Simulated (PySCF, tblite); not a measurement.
# C₅H₁₁NO₂Si: geometry, infrared bands and NMR shifts

What infrared bands and NMR shifts should C₅H₁₁NO₂Si (`CCO[SiH2]/N=C/C(C)=O`) show?

The runs use tblite 0.8.0 and PySCF 2.14.0, with density-fitted response routines of our own; the level of theory stands in each step. All values are computed, except where a source is named. Atoms are numbered from 0 throughout.

### 1 Starting geometry

20 atoms, charge 0, multiplicity 1; geometry from: force field or distance geometry start.

Bonds of the start (Å): C0–C1 1.51, C1–O2 1.44, O2–Si3 1.65, Si3–N4 1.74, N4–C5 1.29, C5–C6 1.51, C6–C7 1.50, C6–O8 1.23, C0–H9 1.10, C0–H10 1.10, C0–H11 1.08, C1–H12 1.10, C1–H13 1.10, Si3–H14 1.48, Si3–H15 1.48, C5–H16 1.10, C7–H17 1.09, C7–H18 1.09, C7–H19 1.10.

### 2 Optimising the geometry with GFN2-xTB

The job: settings as JSON, then the geometry in Å.

```
{"job": {"kind": "relax", "xc": "GFN2-xTB", "basis": "xTB"}, "charge": 0, "multiplicity": 1}
C     -0.964300     0.014300    -3.302100
C     -1.380200     0.218300    -1.860100
O     -1.110100    -1.001600    -1.146500
Si    -1.463200    -1.051500     0.463600
N     -0.208800    -0.154300     1.266700
C      0.969000    -0.660400     1.145900
C      2.160600     0.027900     1.778000
C      1.919800     1.320000     2.507000
O      3.261200    -0.513200     1.673000
H     -1.541700    -0.808100    -3.745400
H     -1.155800     0.924100    -3.884000
H      0.084000    -0.248400    -3.373000
H     -2.447100     0.468100    -1.792800
H     -0.786100     1.037500    -1.426500
H     -1.400400    -2.446800     0.955400
H     -2.773900    -0.428200     0.761200
H      1.235600    -1.588300     0.614300
H      1.503500     2.050900     1.811400
H      2.859400     1.697700     2.904800
H      1.233400     1.152700     3.344200
```

Run with:

```sh
> OMP_NUM_THREADS=1 python probes_run.py task.json out
```

This one command runs all jobs of the session in turn.

**Question.** This job is followed by: GFN2-xTB harmonic vibrations, gas phase; GIAO PBE0/pcSseg-1 NMR shielding, non-relativistic, gas phase. Predict these results of the whole session: strongest single infrared mode (GFN2-xTB); zero-point energy (GFN2-xTB); 13C shifts against TMS (PBE0/pcSseg-1); 1H shifts against TMS (PBE0/pcSseg-1, means over atoms taken as alike); 17O shifts against H2O (PBE0/pcSseg-1); 29Si shifts against TMS (PBE0/pcSseg-1); 15N shifts against NH3 (PBE0/pcSseg-1); surface potential, 1st and 99th percentile.

**Answer**, as computed:

| quantity | value |
| --- | --- |
| strongest single infrared mode (GFN2-xTB) | 1765 cm⁻¹, 312 km/mol |
| zero-point energy (GFN2-xTB) | 95.2 kcal/mol |
| 13C shifts against TMS (PBE0/pcSseg-1) | 205.2, 171.6, 62.2, 26.7, 20.6 ppm |
| 1H shifts against TMS (PBE0/pcSseg-1, means over atoms taken as alike) | 8.15, 5.36, 4.28, 2.42, 1.35 ppm |
| 17O shifts against H2O (PBE0/pcSseg-1) | 704.6, 46.2 ppm |
| 29Si shifts against TMS (PBE0/pcSseg-1) | -39.0 ppm |
| 15N shifts against NH3 (PBE0/pcSseg-1) | 420.5 ppm |
| surface potential, 1st and 99th percentile | -1.51 V and 1.14 V |

**Reading.** Relaxing lowered the energy by 0.487 eV in 210 steps; the close pair that moved most is C1–O2, from 1.439 to 1.401 Å. The lowest mode is slightly imaginary (12i cm⁻¹), a soft motion within the noise of the Hessian, so the minimum is not strictly shown. The strongest single mode, at 1765 cm⁻¹, is carried by N4, C5, C6, O8. Unscaled tight-binding wavenumbers are off by several per cent, some by more. Its intensities can rank the bands wrongly. C6 (ketone carbonyl carbon) lies farthest downfield among carbon, at 205.2 ppm; the double bond to the heteroatom, with no lone-pair donor beside it, deshields it most. At PBE0/pcSseg-1: The widest tensor belongs to O8: span 1325 ppm, with a paramagnetic part of -762 ppm. By nearest atom (PBE0/pcSseg-1), the HOMO sits on N4 32 %; O8 28 % and the LUMO on N4 25 %; C5, C6 about 20 % each.
